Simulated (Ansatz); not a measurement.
# Ta2N3: further runs on the relaxed cell

The task here is to estimate one member of a computed series from the others.

Method: DFT PBEsol, scalar-relativistic, plane waves, PAW, in Ansatz 0.2.0.

**The system as given**

The structure is orthorhombic, space group Pnma (No. 62). Conventional cell: a = 8.164 Å, b = 2.973 Å, c = 8.087 Å, α = 90.00°, β = 90.00°, γ = 90.00°. Around Ta (site symmetry m) lie 7 N at 2.08 to 2.19 Å. Around Ta (site symmetry m) lie 7 N at 2.16 to 2.19 Å. N (site symmetry m) is surrounded by 5 Ta at 2.14 to 2.19 Å. N (site symmetry m) is surrounded by 5 Ta at 2.08 to 2.19 Å. Around N (site symmetry m) lie 4 Ta at 2.11 to 2.19 Å.

Coordinates:

```xyz
20
Lattice="8.1635 0.0000 0.0000 0.0000 2.9727 0.0000 0.0000 0.0000 8.0869" Properties=species:S:1:pos:R:3 pbc="T T T"
Ta    0.1684    0.7432    5.5560
Ta    7.9951    2.2296    2.5308
Ta    3.9134    2.2296    1.5126
Ta    4.2502    0.7432    6.5742
Ta    1.5887    0.7432    0.0373
Ta    6.5748    2.2296    8.0496
Ta    2.4931    2.2296    4.0807
Ta    5.6705    0.7432    4.0061
N     3.7056    0.7432    3.0327
N     4.4579    2.2296    5.0541
N     0.3761    2.2296    7.0762
N     7.7874    0.7432    1.0107
N     0.9878    0.7432    3.6420
N     7.1757    2.2296    4.4448
N     3.0940    2.2296    7.6854
N     5.0696    0.7432    0.4014
N     2.2800    0.7432    5.6722
N     5.8835    2.2296    2.4147
N     1.8018    2.2296    1.6288
N     6.3618    0.7432    6.4581
```

It goes back to an entry of the Materials Project, which need not be the stable form.

It is the result of an earlier relaxation at this level (volume 9.81 Å³/atom; gap on the mesh: none (metal)).

The first run:

File input.yaml:

```yaml
crystal:
  lattice:
    - [8.0810672118, 0.0, 0.0]
    - [0.0, 2.9427086567, 0.0]
    - [0.0, 0.0, 8.0051629643]
  atoms:
    - { symbol: Ta, position: [0.020626787, 0.25, 0.6870453171] }
    - { symbol: Ta, position: [0.979373213, 0.75, 0.3129546829] }
    - { symbol: Ta, position: [0.479373213, 0.75, 0.1870453171] }
    - { symbol: Ta, position: [0.520626787, 0.25, 0.8129546829] }
    - { symbol: Ta, position: [0.1946084818, 0.25, 0.0046097293] }
    - { symbol: Ta, position: [0.8053915182, 0.75, 0.9953902707] }
    - { symbol: Ta, position: [0.3053915182, 0.75, 0.5046097293] }
    - { symbol: Ta, position: [0.6946084818, 0.25, 0.4953902707] }
    - { symbol: "N", position: [0.4539239819, 0.25, 0.375019428] }
    - { symbol: "N", position: [0.5460760181, 0.75, 0.624980572] }
    - { symbol: "N", position: [0.0460760181, 0.75, 0.875019428] }
    - { symbol: "N", position: [0.9539239819, 0.25, 0.124980572] }
    - { symbol: "N", position: [0.1210001157, 0.25, 0.450362561] }
    - { symbol: "N", position: [0.8789998843, 0.75, 0.549637439] }
    - { symbol: "N", position: [0.3789998843, 0.75, 0.950362561] }
    - { symbol: "N", position: [0.6210001157, 0.25, 0.049637439] }
    - { symbol: "N", position: [0.2792928414, 0.25, 0.7014090919] }
    - { symbol: "N", position: [0.7207071586, 0.75, 0.2985909081] }
    - { symbol: "N", position: [0.2207071586, 0.75, 0.2014090919] }
    - { symbol: "N", position: [0.7792928414, 0.25, 0.7985909081] }
basis:
  ecutwfc: 420
kpoints:
  mp_grid: { grid: [6, 12, 6] }
hamiltonian:
  xc: pbesol
scf:
  occupations: { method: gaussian, width: 0.1 }
output:
  forces: true
  stress: true
  eigenvalues: true
  write_density: true
  write_potential: true
  elf: true
  volumetric_format: npy
relax:
  adjacent_minimum: "off"
  f_tol: 0.01
  max_steps: 30
  cell: { stress_tol: 0.1, fix: [volume] }
```

Launch:

```bash
$ ansatz run input.yaml --threads 4 --pin off --max-ram 10240MiB --backend cpu --events-out ev --progress --plain --runs-dir out
```

Among the steps run: Volume × 0.97; Point at V/V0 = 1.03; Point at V/V0 = 0.94; Point at V/V0 = 1.06; The cell scaled to 0.91 of its volume; Volume × 1.10; Point at V/V0 = 0.88.

One of the session's tables, all rows but one given; the rest of the session is left out.

It belongs to the step «Equation of state». 

```
volume (Å³/atom)  energy above the lowest point (meV/atom)  pressure (GPa)
           8.635                                     193.1           58.86
           8.929                                     102.4           40.42
           9.224                                      42.9           24.73
           9.518                                         ?               ?
           9.813                                       0.0            0.00
          10.107                                       9.2           -9.66
          10.401                                      34.7          -17.84
          10.794                                      89.9          -26.80
```

Q: Estimate the row for volume (Å³/atom) = 9.518 from the others.

Worked estimate for «energy above the lowest point (meV/atom)». A straight line through the neighbours (9.224, 42.9) and (9.813, 0.0) gives 42.9 + (0.0 − 42.9) × (9.518 − 9.224) / (9.813 − 9.224) = 21.5; a parabola fitted to 4 rows on both sides gives 10.0.

**Answer.** energy above the lowest point (meV/atom): 10.1; pressure (GPa): 11.37. In «energy above the lowest point (meV/atom)» the line misses by +11.4 and the parabola by -0.1.
